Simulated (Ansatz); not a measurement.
## C2H3BCl2S, SMILES ClB(Cl)C1CS1: a comparison of dispersion corrections

Computed with the Python package of Ansatz (0.2.0).

The script reads `c2h3bcl2s.xyz`:
```text
9

Cl    2.09620   -1.42680   -0.58310
B     1.32750    0.14600   -0.00190
Cl    2.40630    1.60710    0.31730
C    -0.17110    0.14180    0.53920
C    -1.18880   -0.37180   -0.38410
S    -1.19030    1.46370   -0.24020
H    -0.37500    0.00810    1.62210
H    -2.06410   -0.84320    0.10950
H    -0.84060   -0.72500   -1.37880
```

`disp_c2h3bcl2s.py`
```python
'''Size of D3 and D4 in C2H3BCl2S.'''

import ansatz as az

molecule = az.Crystal.molecule_from_extxyz('c2h3bcl2s.xyz')

model = molecule.calculation().basis(gaussian='def2-SVP')
for name in ['pbe0', 'b3lyp']:
    for correction in ('d3bj', 'd4'):
        rep = model.functional(name, dispersion=correction).run(threads=1).report
        print(f'{name:8s} {correction:5s} total {rep["free_energy_ev"]:.5f} eV, of which dispersion {1000 * rep["dispersion"]["energy"]["ev"]:.2f} meV')
```

```console
$ python disp_c2h3bcl2s.py
pbe0     d3bj  total -38652.94060 eV, of which dispersion -256.72 meV
pbe0     d4    total -38652.93566 eV, of which dispersion -251.78 meV
b3lyp    d3bj  total -38669.73665 eV, of which dispersion -517.45 meV
b3lyp    d4    total -38669.69715 eV, of which dispersion -477.95 meV
```

Reading the output:
- Total energies depend on the basis set; only differences at equal settings carry meaning.
- The geometry is a force-field or estimated start, not a minimum of this method, and the basis set is short of its limit. D4 holds the three-body term, and d3bj doesn't.
- b3lyp holds the VWN-RPA fit, as in Gaussian; the form of ORCA and Turbomole is b3lyp5.
- The whole script took 20 s on 1 thread of Arm Neoverse V2, on a shared host, peak memory 0.3 GiB.
